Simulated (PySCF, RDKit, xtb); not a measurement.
**Solving C2H5In, step by step**

Task: start from the formula C2H5In, draw up candidate structures, narrow them down in stages, and characterise the one that lies lowest at 298.15 K.

The funnel: GFN2-xTB relaxations, single points with a density functional, relaxations at PBE0-D4/def2-SVP, harmonic vibrations (at GFN2-xTB), and a last energy at a higher level. All values are calculated.

1 further run of the same task is left out (set aside as unsound or not needed).

## (1) Possible bonding patterns

A program enumerates the bonding patterns with one Lewis structure each (two rings at most, one unusual centre or charged pair), with their diastereomers. O–O, O–halogen and N–halogen bonds and N–N–N chains are not drawn. That gives 12 candidates.

| label | SMILES | spin |
| --- | --- | --- |
| c114 | C=[CH][InH2] | singlet |
| c279 | C[CH-][InH+] | singlet |
| c364 | [CH][InH][CH3] | triplet |
| c389 | [CH][InH][CH3] | singlet |
| c392 | [CH][CH2][InH2] | triplet |
| c411 | [CH][CH2][InH2] | singlet |
| c421 | C[C][InH2] | singlet |
| c438 | [CH2-][In+][CH3] | singlet |
| c549 | C[CH2][In] | triplet |
| c800 | [CH2]1[CH2][InH]1 | singlet |
| c900 | C[C][InH2] | triplet |
| c929 | C[CH2][In] | singlet |

Candidates are built by distance geometry, with a force field where one applies, in up to four conformers (letters a to d). 6 starts with atoms placed at random are added, to find patterns that the rules miss.

**Question.** With final energies at CCSD(T)/def2-SVP + MP2/def2-TZVPP - MP2/def2-SVP, which structure will this search put lowest in free energy, and by what margin?

| quantity | value |
| --- | --- |
| lowest structure found | C[CH2][In], singlet |
| next finalist | C=[CH][InH2], singlet, 28.7 kcal/mol higher in G |
| share at equilibrium, among the finalists | 100.0 % |
| lowest excitation (TD-PBE0/def2-SVPD) | 2.54 eV (f = 0.037) |
| lowest triplet excitation, same level, Tamm-Dancoff | 1.84 eV |

The lowest structure found is `C[CH2][In]`. The margin of 28.7 kcal/mol over the next finalist is beyond the usual error of the last level; it says nothing of structures that weren't ranked. GFN2-xTB, HF/STO-3G, r2SCAN-D4/def2-SVP, PBE0-D4/def2-SVP, HF/def2-SVP and MP2/def2-SVP already put its bonding pattern lowest among the structures in one piece. Spin-orbit coupling, which matters for elements this heavy, is left out. A candidate that fell apart on refinement lay below the next finalist; fragments are not ranked, and their entropy would favour them further. Lowest found is not proven lowest: the search is finite, and each finalist counts with one conformer. Patterns outside the rules of the enumeration were met only by chance. The lowest isomer need not be the one that is made and kept in a bottle, which depends on barriers.
